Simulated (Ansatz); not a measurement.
# O: the cost of one run

All numbers below are computed with Ansatz 0.2.0 (DFT PBE, plane waves, PAW, scalar-relativistic, collinear spin).

## Step 1: The structure to begin with

The cell holds 12 atoms (O12): a = 7.157 Å, b = 7.157 Å, c = 7.157 Å, α = 90.00°, β = 90.00°, γ = 90.00°.

Structure file:

```
O
1.0
     7.15700    0.00000    0.00000
     0.00000    7.15700    0.00000
     0.00000    0.00000    7.15700
O
12
Cartesian
  -0.2431 5.1269 3.4231
  0.7357 5.7591 2.9818
  5.3419 0.1080 3.0424
  6.0060 1.1157 3.3522
  1.7019 4.6153 0.8992
  1.3270 5.1888 -0.1414
  3.8357 4.4215 5.7819
  3.4525 3.6816 4.8556
  2.3721 1.4096 4.6124
  1.9763 0.9708 5.7093
  6.0163 5.8516 0.6972
  5.9772 6.0981 -0.5235
```

## Step 2: Preparing the start

Input file input.yaml:

```yaml
accuracy: low
crystal:
  lattice:
    - [7.156997, 0.0, 0.0]
    - [0.0, 7.156997, 0.0]
    - [0.0, 0.0, 7.156997]
  atoms:
    - { symbol: O, position: [-0.033961, 0.7163448, 0.478287], spin: 1.0 }
    - { symbol: O, position: [0.1027994, 0.8046769, 0.416634], spin: 1.0 }
    - { symbol: O, position: [0.7463921, 0.0150917, 0.425093], spin: 1.0 }
    - { symbol: O, position: [0.839182, 0.1558869, 0.4683803], spin: 1.0 }
    - { symbol: O, position: [0.2377993, 0.6448678, 0.1256455], spin: 1.0 }
    - { symbol: O, position: [0.1854111, 0.7249979, -0.0197563], spin: 1.0 }
    - { symbol: O, position: [0.5359366, 0.6177853, 0.80787], spin: 1.0 }
    - { symbol: O, position: [0.4823918, 0.5144002, 0.6784423], spin: 1.0 }
    - { symbol: O, position: [0.3314428, 0.196958, 0.6444589], spin: 1.0 }
    - { symbol: O, position: [0.2761403, 0.1356428, 0.7977205], spin: 1.0 }
    - { symbol: O, position: [0.8406248, 0.8176093, 0.0974196], spin: 1.0 }
    - { symbol: O, position: [0.8351487, 0.8520441, -0.0731421], spin: 1.0 }
magnetization:
  spin_polarized: true
basis:
  ecutwfc: 420.0
kpoints:
  mp_grid: { grid: [1, 1, 1] }
hamiltonian:
  xc: pbe
scf:
  occupations: { method: fermi_dirac, width: 0.02 }
  lower_state_search: "off"
relax:
  f_tol: 0.3
  max_steps: 15
  adjacent_minimum: "off"
output:
  write_density: true
  write_potential: true
  elf: true
  volumetric_format: npy
```

Started as:

```console
ansatz run input.yaml --threads 1 --pin off --max-ram 3072MiB --backend cpu --events-out ev --progress --plain --runs-dir out
```

Q: Estimate wall time and peak memory on 1 thread of Arm Neoverse V1, shared host.

About 20 s, with a peak of 0.43 GiB.
